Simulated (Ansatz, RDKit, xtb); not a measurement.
**C6H6OSi: which of the isomers drawn lies lowest?**

Which of a sample of isomers of C6H6OSi is the most stable in the gas at 298.15 K, and what are its properties? The sample is small against all isomers, and the most stable one of this formula need not be in it.

The funnel: GFN2-xTB relaxations, single points with a density functional, relaxations at PBE-D3(BJ)/def2-SVP, harmonic vibrations (at GFN2-xTB), and a last energy at a higher level. All values are calculated.

## 1. Possible bonding patterns

Isomers were taken from a list of plausible structures; this is a sample, not all of them. That gives 11 candidates.

```csv
label,SMILES,spin
c047,C#CC1=C[Si@@H](O)C=C1,singlet
c057,C#CC1=C(O)[SiH2]C=C1,singlet
c080,C#CC1=CC=C(O)[SiH2]1,singlet
c168,C#CC1=CC=C[Si@@H]1O,singlet
c247,C#CC1=C(O)C=C[SiH2]1,singlet
c405,C#CC1=CC(O)=C[SiH2]1,singlet
c410,C#C[Si@@H]1C=CC(O)=C1,singlet
c689,C#C[Si]1(O)C=CC=C1,singlet
c713,C#C[Si@@H]1C=CC=C1O,singlet
c814,C#CC1=C[SiH2]C(O)=C1,singlet
c850,C#CC1=C[SiH2]C=C1O,singlet
```

Candidates are built by distance geometry, with a force field where one applies, in up to four conformers (letters a to d).

**Question.** With final energies at CCSD(T)/def2-SVP + MP2/def2-TZVPP - MP2/def2-SVP, which structure will this search put lowest in free energy, and by what margin?

| quantity | value |
| --- | --- |
| lowest structure found | C#C[Si]1(O)C=CC=C1, singlet |
| next finalist | C#CC1=CC=C[Si@@H]1O, singlet, 8.1 kcal/mol higher in G |
| share at equilibrium, among the finalists | 100.0 % |

The search ends on `C#C[Si]1(O)C=CC=C1`. Among the finalists first place is clear (8.1 kcal/mol); structures outside the list aren't covered. HF/STO-3G, r2SCAN-D4/def2-SVP, PBE-D3(BJ)/def2-SVP, HF/def2-SVP and MP2/def2-SVP already put its bonding pattern lowest among the structures in one piece; GFN2-xTB favours the singlet C#CC1=CC=C[Si@@H]1O. Lowest found is not proven lowest: the search is finite, and each finalist counts with one conformer. Only 11 drawn patterns were tried, so whole families of isomers are missing, and the result ranks this sample alone.
